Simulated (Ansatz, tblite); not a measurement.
# WN(OH)3 (H₃NO₃W): a ladder of methods and basis sets

One table from this session's results is given with a row withheld; the runs are named, their logs left out.

Program: Ansatz 0.2.0, Gaussian basis. Level of theory: as each input shows. These are calculated values, not measurements.

The runs, in order: GFN1-xTB, GFN2-xTB, PBE-D4/def2-TZVP, r2SCAN-D4/def2-TZVP, B97M-V/def2-TZVP, BHLYP-D4/def2-TZVP, PBE-QIDH/def2-TZVP, ωB97M-V/def2-TZVP, r2SCAN0-D4/def2-TZVP, B3LYP-D4/def2-TZVP, LDA/def2-TZVP, PBE-D4/def2-SVP, PBE0-D4/def2-SVP, PBE0-D4/def2-TZVPD, PBE-D4/def2-TZVPD, r2SCAN-D4/def2-TZVPD, CCSD(T)/def2-TZVP, RPA/def2-TZVP.

### The geometry

The singlet was relaxed beforehand with r2SCAN-D4/def2-SVP.

8 atoms, charge 0, spin multiplicity 1.

Bond lengths: W1–N2 1.676 Å, W1–O3 1.900 Å, W1–O5 1.900 Å, W1–O7 1.900 Å, O3–H4 0.966 Å, O5–H6 0.966 Å, O7–H8 0.966 Å. Angles: N2–W1–O3 105.4°, N2–W1–O5 105.4°, N2–W1–O7 105.4°, O3–W1–O5 113.3°, O3–W1–O7 113.3°, O5–W1–O7 113.3°, W1–O3–H4 122.3°, W1–O5–H6 122.3°, W1–O7–H8 122.3°.

As a file:

```xyz
8
H3NO3W
W    -0.0009   -0.0014   -0.0763
N     0.0220    0.0283    1.5997
O     1.7737    0.4181   -0.6114
H     2.4769    0.5969    0.0270
O    -1.2699    1.3182   -0.5856
H    -1.7530    1.8476    0.0628
O    -0.5274   -1.7673   -0.5410
H    -0.7213   -2.4404    0.1248
```

Formally the metal is d0. W takes a core potential in the def2 sets. No spin-orbit coupling is included.

PBE0-D4/def2-TZVP was run before; its log isn't repeated, and its numbers join the tables.

Set-up of the first run:

Tight binding, by tblite at 300 K electronic temperature and without a spin-polarisation term:

```python
tblite.interface.Calculator('GFN1-xTB', numbers, positions, charge=0, uhf=0).singlepoint()
```

Tight binding, by tblite at 300 K electronic temperature and without a spin-polarisation term:

```python
tblite.interface.Calculator('GFN2-xTB', numbers, positions, charge=0, uhf=0).singlepoint()
```

start.molden holds the orbitals of an earlier run on this state, given as this run's starting guess.

Input file in.yaml:

```yaml
crystal:
  periodic: [false, false, false]
  atoms:
    - {symbol: W, position_ang: [-0.000922, -0.001442, -0.076320]}
    - {symbol: N, position_ang: [0.022013, 0.028338, 1.599660]}
    - {symbol: O, position_ang: [1.773657, 0.418098, -0.611356]}
    - {symbol: H, position_ang: [2.476856, 0.596944, 0.027004]}
    - {symbol: O, position_ang: [-1.269946, 1.318228, -0.585609]}
    - {symbol: H, position_ang: [-1.752957, 1.847561, 0.062836]}
    - {symbol: O, position_ang: [-0.527389, -1.767310, -0.541005]}
    - {symbol: H, position_ang: [-0.721312, -2.440427, 0.124790]}
basis:
  gaussian: {orbitals: def2-TZVP, initial_orbitals: start.molden}
hamiltonian: {xc: pbe, dispersion: d4}
scf: {omitted_lower_state_checks: [starts]}
output: {orbitals: {seedname: orbitals}}
```

On the command line:

```console
ansatz run in.yaml --threads 4 --pin off --events-out ev --progress --plain --max-ram 3916MiB
```

Among the steps run: PBE-D4/def2-TZVP; r2SCAN-D4/def2-TZVP; B97M-V/def2-TZVP; BHLYP-D4/def2-TZVP; PBE-QIDH/def2-TZVP; ωB97M-V/def2-TZVP; r2SCAN0-D4/def2-TZVP; B3LYP-D4/def2-TZVP; LDA/def2-TZVP; PBE-D4/def2-SVP; PBE0-D4/def2-SVP; PBE0-D4/def2-TZVPD; PBE-D4/def2-TZVPD; r2SCAN-D4/def2-TZVPD; CCSD(T)/def2-TZVP; RPA/def2-TZVP.

One of the session's tables, all rows but one given; the rest of the session is left out.

It belongs to the step «Binding energy». 

```
             level  binding an atom (eV)
      HF/def2-TZVP                 2.512
     LDA/def2-TZVP                 5.311
  B97M-V/def2-TZVP                 4.417
B3LYP-D4/def2-TZVP                 4.409
BHLYP-D4/def2-TZVP                 4.041
 ωB97M-V/def2-TZVP                 4.367
     MP2/def2-TZVP                 4.603
    CCSD/def2-TZVP                     ?
 CCSD(T)/def2-TZVP                 4.295
```

Q: Estimate the row for CCSD/def2-TZVP from the others.

As computed: binding an atom (eV): 4.134. In the column «binding an atom (eV)» it lies between BHLYP-D4/def2-TZVP (4.041) and CCSD(T)/def2-TZVP (4.295).

To keep in mind: Free atoms were run apart at each level; binding is atoms less cluster, divided by the number of atoms, without zero-point or spin-orbit terms.
